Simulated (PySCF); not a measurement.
# InH₄⁻: one geometry, many levels of theory

Aim: at the PBE0 minimum of singlet InH₄⁻, found before, compare methods on energies and levels.

Computed with PySCF 2.14.0. Level: several methods, basis In def2-TZVPD with ECP28, H def2-TZVPD, scalar-relativistic core potentials, no spin–orbit coupling, density fitting.

## (1) Where the work starts

5 atoms, charge -1, spin multiplicity 1.

Bond lengths: In1–H2 1.785 Å, In1–H3 1.785 Å, In1–H4 1.785 Å, In1–H5 1.785 Å. Angles: H2–In1–H3 109.5°, H2–In1–H4 109.5°, H2–In1–H5 109.5°, H3–In1–H4 109.5°, H3–In1–H5 109.5°, H4–In1–H5 109.5°.

Z-matrix (Å, degrees; charge -1 multiplicity 1):
```
In
H  1 1.7853
H  1 1.7853 2 109.47
H  1 1.7853 2 109.47 3 120.00
H  1 1.7853 2 109.47 3 -120.00
```

## (2) PBE0

The steps are one call of a driver around PySCF; scf.py gives each level's set-up. Each SCF starts from the density of the minimum. The driver also runs the species with one electron less or more at the same geometry (one less: multiplicity 2); their logs are not shown.

File scf.py:

```python
from pyscf import gto, scf, dft
mol = gto.M(atom='''
In     0.000000     0.000000    -0.000000
H      1.457724    -0.000051     1.030766
H     -1.457724    -0.000000     1.030766
H      0.000025     1.457749    -1.030730
H     -0.000025    -1.457698    -1.030802''',
    basis={'In': 'def2-TZVPD', 'H': 'def2-TZVPD'},
    ecp={'In': 'def2-TZVPD'},
    charge=-1, spin=0)
mf = dft.RKS(mol, xc='PBE0')
mf.grids.atom_grid = (99, 590)
aux = {'In': 'def2-universal-JKFIT', 'H': 'def2-universal-JKFIT'}
mf = mf.density_fit(auxbasis=aux)
mf.kernel()
```

The program printed:

```text
init E= -192.522375182003
  HOMO = -0.0849154275191821  LUMO = 0.132137210112353  gap/eV = 5.90630
cycle= 1 E= -192.522375182122  delta_E= -1.19e-10  |g|= 3.34e-06  |ddm|= 5.39e-05
  HOMO = -0.0849140224211645  LUMO = 0.132137429336651  gap/eV = 5.90627
Extra cycle  E= -192.522375182126  delta_E= -3.95e-12  |g|= 2.5e-06  |ddm|= 9.73e-06
converged SCF energy = -192.522375182126
```

This level, with the species of one electron less or more, needed 2.6 s of wall time on 4 threads, shared host.

```
energy                        : -192.522375 Eh
one electron less (charge +0) : -192.362107 Eh (doublet, ⟨S²⟩ 0.78)
Mulliken charge of In1        : +0.07 e
```

## (3) HF

Changes to scf.py since step 2:

```diff
@@ -11,2 +11 @@
-mf = dft.RKS(mol, xc='PBE0')
-mf.grids.atom_grid = (99, 590)
+mf = scf.RHF(mol)
```

The program printed, cut to the lines that bear on the results:

```text
[... the frontier levels of the middle cycles are left out ...]
init E= -191.493800263604
  HOMO = -0.181674491006697  LUMO = 0.168020366089252  gap/eV = 9.51568
cycle= 1 E= -191.506362972895  delta_E= -0.0126  |g|= 0.0539  |ddm|= 0.695
  HOMO = -0.186890590592792  LUMO = 0.168140799671485  gap/eV = 9.66090
cycle= 2 E= -191.50742069743  delta_E= -0.00106  |g|= 0.0156  |ddm|= 0.22
  HOMO = -0.18881214338424  LUMO = 0.168181237161082  gap/eV = 9.71428
cycle= 3 E= -191.507535234096  delta_E= -0.000115  |g|= 0.00722  |ddm|= 0.0365
cycle= 4 E= -191.507550550283  delta_E= -1.53e-05  |g|= 0.000478  |ddm|= 0.0253
cycle= 5 E= -191.507550774483  delta_E= -2.24e-07  |g|= 5.53e-05  |ddm|= 0.0033
cycle= 6 E= -191.507550777821  delta_E= -3.34e-09  |g|= 5.54e-06  |ddm|= 0.000388
cycle= 7 E= -191.507550777852  delta_E= -3.12e-11  |g|= 6.16e-07  |ddm|= 3.36e-05
  HOMO = -0.188563031616078  LUMO = 0.16829041408112  gap/eV = 9.71048
Extra cycle  E= -191.507550777853  delta_E= -1.11e-12  |g|= 2.06e-07  |ddm|= 5.19e-06
converged SCF energy = -191.507550777853
```

This level, with the species of one electron less or more, took 0.5 s.

| Item | Value |
| --- | --- |
| energy | -191.507551 Eh |
| one electron less (charge +0) | -191.364089 Eh (doublet, ⟨S²⟩ 0.86) |
| Mulliken charge of In1 | +0.26 e |

## (4) MP2

Changes to scf.py since step 3:

```diff
@@ -14,0 +15,2 @@
+from pyscf.mp import dfmp2
+dfmp2.DFMP2(mf, frozen=4).kernel()  # the driver gives MP2 a fitting basis of its own (RI)
```

The program printed, cut to the lines that bear on the results:

```text
[... the frontier levels of the middle cycles are left out ...]
init E= -191.493800263604
  HOMO = -0.181674491006696  LUMO = 0.168020366089256  gap/eV = 9.51568
cycle= 1 E= -191.506362972895  delta_E= -0.0126  |g|= 0.0539  |ddm|= 0.695
  HOMO = -0.186890590592792  LUMO = 0.168140799671524  gap/eV = 9.66090
cycle= 2 E= -191.50742069743  delta_E= -0.00106  |g|= 0.0156  |ddm|= 0.22
  HOMO = -0.188812143384247  LUMO = 0.168181237161112  gap/eV = 9.71428
cycle= 3 E= -191.507535234097  delta_E= -0.000115  |g|= 0.00722  |ddm|= 0.0365
cycle= 4 E= -191.507550550283  delta_E= -1.53e-05  |g|= 0.000478  |ddm|= 0.0253
cycle= 5 E= -191.507550774483  delta_E= -2.24e-07  |g|= 5.53e-05  |ddm|= 0.0033
cycle= 6 E= -191.507550777821  delta_E= -3.34e-09  |g|= 5.54e-06  |ddm|= 0.000388
cycle= 7 E= -191.507550777852  delta_E= -3.18e-11  |g|= 6.16e-07  |ddm|= 3.36e-05
  HOMO = -0.188563031616079  LUMO = 0.168290414081119  gap/eV = 9.71048
Extra cycle  E= -191.507550777853  delta_E= -6.25e-13  |g|= 2.06e-07  |ddm|= 5.19e-06
converged SCF energy = -191.507550777853
```

This level, with the species of one electron less or more, took 0.6 s.

| Quantity | Value |
| --- | --- |
| energy | -191.837387 Eh |
| one electron less (charge +0) | -191.672074 Eh (doublet, ⟨S²⟩ 0.86) |
| MP2 correlation in its own fitting basis (same spin, opposite spin) | -0.32984 Eh (-0.09516, -0.23468) |

## (5) PBE

Changes to scf.py since step 4:

```diff
@@ -11 +11,2 @@
-mf = scf.RHF(mol)
+mf = dft.RKS(mol, xc='PBE')
+mf.grids.atom_grid = (99, 590)
@@ -15,2 +15,0 @@
-from pyscf.mp import dfmp2
-dfmp2.DFMP2(mf, frozen=4).kernel()  # the driver gives MP2 a fitting basis of its own (RI)
```

The program printed:

```text
init E= -192.514885951773
  HOMO = -0.0411422311763057  LUMO = 0.11951110986912  gap/eV = 4.37160
cycle= 1 E= -192.516564694494  delta_E= -0.00168  |g|= 0.0384  |ddm|= 0.382
  HOMO = -0.0457983306797272  LUMO = 0.117373669621388  gap/eV = 4.44014
cycle= 2 E= -192.51646656075  delta_E= 9.81e-05  |g|= 0.0446  |ddm|= 0.12
  HOMO = -0.043611037316097  LUMO = 0.117942720287499  gap/eV = 4.39610
cycle= 3 E= -192.516777412765  delta_E= -0.000311  |g|= 0.00348  |ddm|= 0.0704
  HOMO = -0.0437143635060622  LUMO = 0.117881085655785  gap/eV = 4.39724
cycle= 4 E= -192.516781982865  delta_E= -4.57e-06  |g|= 0.00023  |ddm|= 0.00848
  HOMO = -0.043701692290457  LUMO = 0.117878878611387  gap/eV = 4.39683
cycle= 5 E= -192.516782005132  delta_E= -2.23e-08  |g|= 1.81e-05  |ddm|= 0.00054
  HOMO = -0.0437084780979263  LUMO = 0.117877027842807  gap/eV = 4.39697
cycle= 6 E= -192.516782005311  delta_E= -1.79e-10  |g|= 1.38e-06  |ddm|= 3.7e-05
  HOMO = -0.0437076344793894  LUMO = 0.117877386148917  gap/eV = 4.39695
Extra cycle  E= -192.516782005311  delta_E= -7.39e-13  |g|= 1.6e-06  |ddm|= 6.58e-06
converged SCF energy = -192.516782005311
```

This level, with the species of one electron less or more, took 34 s.

- energy: -192.516782 Eh
- one electron less (charge +0): -192.362566 Eh (doublet, ⟨S²⟩ 0.76)
- Mulliken charge of In1: +0.03 e

## (6) CCSD(T)

Changes to scf.py since step 5:

```diff
@@ -11,2 +11 @@
-mf = dft.RKS(mol, xc='PBE')
-mf.grids.atom_grid = (99, 590)
+mf = scf.RHF(mol)
@@ -15,0 +15,3 @@
+from pyscf import cc
+mycc = cc.CCSD(mf, frozen=4).run()
+mycc.ccsd_t()
```

The program printed, cut to the lines that bear on the results:

```text
[... the frontier levels of the middle cycles are left out ...]
init E= -191.493800263604
  HOMO = -0.181674491006697  LUMO = 0.168020366089254  gap/eV = 9.51568
cycle= 1 E= -191.506362972895  delta_E= -0.0126  |g|= 0.0539  |ddm|= 0.695
  HOMO = -0.186890590592788  LUMO = 0.168140799671526  gap/eV = 9.66090
cycle= 2 E= -191.50742069743  delta_E= -0.00106  |g|= 0.0156  |ddm|= 0.22
  HOMO = -0.188812143384242  LUMO = 0.168181237161174  gap/eV = 9.71428
cycle= 3 E= -191.507535234097  delta_E= -0.000115  |g|= 0.00722  |ddm|= 0.0365
cycle= 4 E= -191.507550550283  delta_E= -1.53e-05  |g|= 0.000478  |ddm|= 0.0253
cycle= 5 E= -191.507550774483  delta_E= -2.24e-07  |g|= 5.53e-05  |ddm|= 0.0033
cycle= 6 E= -191.507550777821  delta_E= -3.34e-09  |g|= 5.54e-06  |ddm|= 0.000388
cycle= 7 E= -191.507550777853  delta_E= -3.13e-11  |g|= 6.16e-07  |ddm|= 3.36e-05
  HOMO = -0.188563031616078  LUMO = 0.168290414081132  gap/eV = 9.71048
Extra cycle  E= -191.507550777852  delta_E= 5.68e-14  |g|= 2.06e-07  |ddm|= 5.19e-06
converged SCF energy = -191.507550777852
CCSD nocc = 9, nmo = 88
Init t2, MP2 energy = -191.836770390281  E_corr(MP2) -0.329219612428752
RCCSD converged
E(RCCSD) = -191.8576134620694  E_corr = -0.3500626842169786
RCCSD(T) correction = -0.00856072096662125
```

This level, with the species of one electron less or more, needed 4.8 min of wall time on 4 threads, shared host.

| Property | Result |
| --- | --- |
| energy | -191.866174 Eh |
| one electron less (charge +0) | -191.702048 Eh (doublet, ⟨S²⟩ 0.86) |
| MP2 correlation in its own fitting basis (same spin, opposite spin) | -0.32984 Eh (-0.09516, -0.23468) |
| CCSD, (T) | -0.35006, -0.00856 Eh; T1 0.016, D1 0.035 |

## (7) The ladder

| level | vertical ionisation energy (eV) | −ε(HOMO) (eV) | gap (eV) | wall time |
| --- | --- | --- | --- | --- |
| PBE0 | 4.36 | 2.31 | 5.91 | 2.6 s |
| HF | 3.90 | 5.13 | 9.71 | 0.5 s |
| MP2 | 4.50 | – | – | 0.6 s |
| PBE | 4.20 | 1.19 | 4.40 | 34 s |
| CCSD(T) | 4.47 | – | – | 4.8 min |

Times are for 4 threads, shared host; PBE0 starts from its own converged density, so its time is not comparable. A dash stands where a species or a free atom was not run at that level, or the quantity is not defined.

## (8) Summary of results

```
                                    quantity                       value
         vertical ionisation energy, CCSD(T)                     4.47 eV
                          orbital gap, range  4.40 (PBE) to 9.71 (HF) eV
                                      T1, D1                0.016, 0.035
T1, D1 of the species with one electron less                0.023, 0.075
```

In words: Against CCSD(T), the vertical ionisation energy is best met by MP2 (+0.03 eV) and worst by HF (-0.56 eV). MP2 costs 0.6 s against 4.8 min for CCSD(T), a factor of about 500, and lands within 0.03 eV. PBE's −ε(HOMO), 1.2 eV, falls 3.3 eV short of the ionisation energy, while its energy difference gives 4.2 eV.
